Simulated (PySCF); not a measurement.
# C4H4FP3: runs on many settings, part 2 of 2

PySCF 2.14.0. Atoms count from 0. Earlier steps stand in the parts before.

## (6) Indirect couplings: PBE0/MINI

The job: settings as JSON, then the geometry in Å.

```
{"job": {"kind": "j", "xc": "PBE0", "basis": "MINI"}, "charge": 0, "multiplicity": 1}
C      2.225671    -0.042216    -0.006617
C      0.715705    -0.015182     0.014217
P     -0.014859    -1.597869     0.068738
C     -1.726810    -1.361216     0.047857
P     -2.788790     0.000361    -0.001325
C     -1.680393     1.339516    -0.042133
F     -2.342695     2.536795    -0.081031
P      0.040768     1.590569    -0.038631
H      2.644373     0.783484     0.567327
H      2.590547     0.050944    -1.030950
H      2.604090    -0.980805     0.396440
H     -2.266408    -2.305067     0.080081
```

Level: PBE0/MINI indirect spin-spin coupling, non-relativistic, gas phase.

Output:

```text
coarse grid: 12784 points
cycle   1  E = -1270.7245594139  dE =  7.869e-01  |g| = 3.633e-01  |ddm| = 5.931e+00
cycle   2  E = -1270.6739294169  dE =  5.063e-02  |g| = 5.510e-01  |ddm| = 1.502e+00
cycle   3  E = -1270.7743421367  dE = -1.004e-01  |g| = 6.049e-02  |ddm| = 9.321e-01
cycle   4  E = -1270.7756711362  dE = -1.329e-03  |g| = 2.870e-02  |ddm| = 1.951e-01
cycle   5  E = -1270.7760296986  dE = -3.586e-04  |g| = 5.122e-03  |ddm| = 6.278e-02
cycle   6  E = -1270.7760375589  dE = -7.860e-06  |g| = 2.164e-03  |ddm| = 1.230e-02
final grid: 113704 points
cycle   7  E = -1270.8381652097  dE = -5.763e-06  |g| = 4.913e-03  |ddm| = 1.897e-02
cycle   8  E = -1270.8381442039  dE =  2.101e-05  |g| = 8.988e-03  |ddm| = 2.434e-02
cycle   9  E = -1270.8381736979  dE = -2.949e-05  |g| = 1.163e-03  |ddm| = 1.701e-02
cycle  10  E = -1270.8381741663  dE = -4.684e-07  |g| = 2.138e-04  |ddm| = 2.257e-03
cycle  11  E = -1270.8381741813  dE = -1.498e-08  |g| = 9.259e-05  |ddm| = 5.243e-04
cycle  12  E = -1270.8381741840  dE = -2.636e-09  |g| = 2.899e-05  |ddm| = 1.747e-04
cycle  13  E = -1270.8381741842  dE = -2.510e-10  |g| = 9.933e-06  |ddm| = 6.405e-05
converged SCF energy = -1270.8381741842

Indirect spin-spin couplings (Hz)
  i      j    bonds     total        FC       PSO       DSO        SD
  0 C    1 C    1     27.056    28.484    -1.696     0.268         -
  0 C    2 P    2     19.573    20.389    -0.849     0.021     0.012
  0 C    3 C    3      4.447     4.504     0.007    -0.065         -
  0 C    4 P    4     -2.696    -2.408    -0.208    -0.083     0.002
  0 C    5 C    3      4.083     4.061     0.070    -0.048         -
  0 C    6 F    4      1.829     1.172     0.617    -0.227     0.267
  0 C    7 P    2     18.168    19.019    -0.875     0.027    -0.003
  0 C    8 H    1     73.370    72.308     0.125     0.938         -
  0 C    9 H    1     72.511    71.451     0.125     0.935         -
  0 C   10 H    1     73.535    72.472     0.126     0.937         -
  0 C   11 H    4     -0.306    -0.015     0.020    -0.311         -
  1 C    2 P    1   -110.607   -82.822   -36.446     0.317     8.343
  1 C    3 C    2     -5.702    -5.742     0.002     0.038         -
  1 C    4 P    3     23.111     9.321     2.617     0.026    11.147
  1 C    5 C    2     -4.251    -4.312    -0.016     0.078         -
  1 C    6 F    3     -5.605    -0.743     3.459    -0.238    -8.083
  1 C    7 P    1   -102.420   -72.924   -38.287     0.328     8.463
  1 C    8 H    2     -5.440    -5.089    -0.432     0.082         -
  1 C    9 H    2     -9.061    -8.955    -0.211     0.105         -
  1 C   10 H    2     -4.135    -3.720    -0.500     0.084         -
  1 C   11 H    3      7.966     8.469    -0.137    -0.366         -
  2 P    3 C    1   -114.364   -85.905   -36.246     0.277     7.510
  2 P    4 P    2     16.615    29.474     8.228    -0.039   -21.048
  2 P    5 C    3     19.522     9.246     0.558     0.063     9.655
  2 P    6 F    4     81.943    11.326    13.591    -0.339    57.365
  2 P    7 P    2      1.024     5.323    16.104    -0.024   -20.379
  2 P    8 H    3     11.861    13.268    -0.809    -0.441    -0.157
  2 P    9 H    3      4.666     5.958    -0.893    -0.167    -0.232
  2 P   10 H    3     -0.252     0.762    -1.129     0.311    -0.195
  2 P   11 H    2      5.136    14.559    -8.164    -0.112    -1.147
  3 C    4 P    1   -105.695   -76.087   -37.285     0.278     7.399
  3 C    5 C    2     -3.627    -3.666    -0.033     0.071         -
  3 C    6 F    3     -5.936    -0.885     2.788    -0.269    -7.570
  3 C    7 P    3     20.451     7.014     2.986     0.021    10.429
  3 C    8 H    4     -0.780    -0.512    -0.009    -0.259         -
  3 C    9 H    4     -3.352    -3.110    -0.018    -0.224         -
  3 C   10 H    4     -0.572    -0.353     0.044    -0.262         -
  3 C   11 H    1     84.124    84.246    -1.377     1.254         -
  4 P    5 C    1   -112.268   -86.935   -33.341     0.362     7.646
  4 P    6 F    2     -9.649    57.642  -106.080     0.071    38.718
  4 P    7 P    2      7.354    -7.392    28.715    -0.043   -13.927
  4 P    8 H    5      1.291     2.363    -0.478    -0.332    -0.262
  4 P    9 H    5      4.599     5.586    -0.454    -0.295    -0.238
  4 P   11 H    2      5.642    15.043    -8.219    -0.117    -1.065
  5 C    6 F    1   -369.758  -300.028   -53.450     1.360   -17.640
  5 C    7 P    1   -111.970   -86.129   -34.096     0.371     7.884
  5 C    8 H    4     -0.882    -0.735     0.050    -0.197         -
  5 C    9 H    4     -3.139    -2.985     0.012    -0.166         -
  5 C   10 H    4      0.852     1.054     0.011    -0.213         -
  5 C   11 H    3      8.201     8.646    -0.122    -0.323         -
  6 F    7 P    2     -4.415    63.468  -108.466     0.102    40.481
  6 F    8 H    5     -1.073    -0.977     0.637    -0.692    -0.040
  6 F    9 H    5     -2.896    -2.808     0.604    -0.740     0.048
  6 F   10 H    5      0.451     0.411     0.875    -0.940     0.105
  6 F   11 H    4      2.170     2.468     0.791    -1.323     0.234
  7 P    8 H    3      1.409     2.468    -1.135     0.268    -0.193
  7 P    9 H    3      4.219     5.423    -0.959    -0.033    -0.213
  7 P   10 H    3     14.412    15.806    -0.824    -0.471    -0.100
  7 P   11 H    4     -5.105    -3.310    -0.327    -0.487    -0.980
  8 H    9 H    2    -10.802    -9.723     0.672    -1.751         -
  8 H   10 H    2     -8.897    -7.718     0.673    -1.852         -
  8 H   11 H    5     -0.462     0.572     0.157    -1.191         -
  9 H   10 H    2    -10.043    -8.952     0.667    -1.758         -
 10 H   11 H    5     -0.651     0.214     0.094    -0.959         -
```

Wall time 11 s (1 thread of Arm Neoverse V1, shared host); peak memory 0.73 GiB.

A normal end doesn't make this result sound: the state lies near a triplet instability (lowest triplet Hessian root 0.043 Eh), which can inflate the couplings, so they are set aside; the basis MINI is minimal.

## (7) What came out

This closing draws on all 2 parts.

| quantity | value |
| --- | --- |
| lowest singlet (PBE0/def2-SVPD) | 3.59 eV (345 nm), f = 0.021 |
| property runs in this session | 5, of which 1 failed and 3 gave unsound results |

In words: Single values in the summary come from the first run of each kind that ended normally (PBE0/def2-SVPD), which need not be the best level. The first singlet state (HOMO→LUMO 0.71, HOMO−1→LUMO+1 0.17) lies at 3.59 eV and is weak.
